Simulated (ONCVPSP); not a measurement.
**Fluorine: generating and testing an ONCV potential**

Aim: build the potential from the settings below, then test how well it stands in for the atom: other configurations, scattering, ghost states and the plane-wave cutoff that it needs.

The numbers are computed with ONCVPSP 4.0.1 (revPBE, scalar-relativistic, spin-unpolarised reference atom).

### 1 The design

Typed settings, in words:

```
element                 : fluorine (F, Z = 9)
type                    : optimised norm-conserving Vanderbilt (ONCV)
frozen core             : [He]
valence charge          : 7
reference configuration : 2s1.5 2p5.5
partial waves           : 2s: rc 0.65 bohr, ncon 3, nbas 8, qcut 9.2 1/bohr, 2 projectors, debl 3.4 Ha; 2p: rc 1.15 bohr, ncon 5, nbas 8, qcut 13.2 1/bohr, 2 projectors, debl 2.7 Ha; d scattering state at 0.13 Ha: rc 1.00 bohr, ncon 3, nbas 8, qcut 11.4 1/bohr, 2 projectors, debl 0.6 Ha
local potential         : polynomial inside 0.60 bohr (lpopt 5, dvloc0 0 Ha)
core correction         : Teter function, fcfact 4.75, rcfact 1.15
```

### 2 Generating the potential

Input file F.dat:

```
# ATOM AND REFERENCE CONFIGURATION
# atsym  z   nc   nv     iexc    psfile
  F 9.00    1    2  -102130      upf
#
#   n    l    f
    1    0    2.00
    2    0    1.50
    2    1    5.50
#
# PSEUDOPOTENTIAL AND OPTIMIZATION
# lmax
    2
#
#   l,   rc,      ep,       ncon, nbas, qcut
    0    0.65    0.00    3    8    9.20
    1    1.15    0.00    5    8   13.20
    2    1.00    0.13    3    8   11.40
#
# LOCAL POTENTIAL
# lloc, lpopt,  rc(5),   dvloc0
    4    5    0.60    0.00
#
# VANDERBILT-KLEINMAN-BYLANDER PROJECTORs
# l, nproj, debl
    0    2    3.40
    1    2    2.70
    2    2    0.60
#
# MODEL CORE CHARGE
# icmod, fcfact, rcfact
    3    4.75    1.15
#
# LOG DERIVATIVE ANALYSIS
# epsh1, epsh2, depsh
   -3.00    5.00    0.02
#
# OUTPUT GRID
# rlmax, drl
    6.00    0.01
#
# TEST CONFIGURATIONS
# ncnf
    4
# nvcnf
#   n    l    f
    2
    2    0    2.00
    2    1    5.00
#
    2
    2    0    2.00
    2    1    4.00
#
    2
    2    0    2.00
    2    1    3.00
#
    2
    2    0    2.00
    2    1    1.00
#
```

The run is started by

```console
$ oncvpsp.x < F.dat > F.out
```

Before running it: what results should come out? Wanted: cutoffs for 1 and 0.1 mHa per electron, occupied waves; bound ghosts; GHOST(+) flags; largest test error; largest phase difference near zero energy, channels read; rms error of d²Exc/dn², without and with the model core.

The runs gave:

| quantity | value |
| --- | --- |
| cutoffs for 1 and 0.1 mHa per electron, occupied waves | 90 Ha and 434 Ha |
| bound ghosts | none found |
| GHOST(+) flags | none at low energy |
| largest test error (AE − PS) | +808 meV, for 2s2 2p1 |
| largest phase difference near zero energy, channels read | 0.000 rad |
| rms error of d²Exc/dn², without and with the model core | 1.51 and 1.69 mHa |

The worst unpolarised test, 2s2 2p1, is off by 808 meV on 194.5 eV; by total energies transferability rates as poor. That test lies far up in energy; among those under 40 eV, nearer to bonding, the largest error is 15 meV. It counts as very hard, with 90 Ha needed at the looser tolerance. The tighter tolerance needs 434 Ha, and converged work needs a cutoff nearer that. At the looser tolerance the 2s wave is the slowest; 2p needs 59 Ha. No bound ghost shows below the valence levels. Near zero energy the phases of the channels with partial waves agree within 0.001 rad. All of this concerns the isolated atom, not yet a solid.
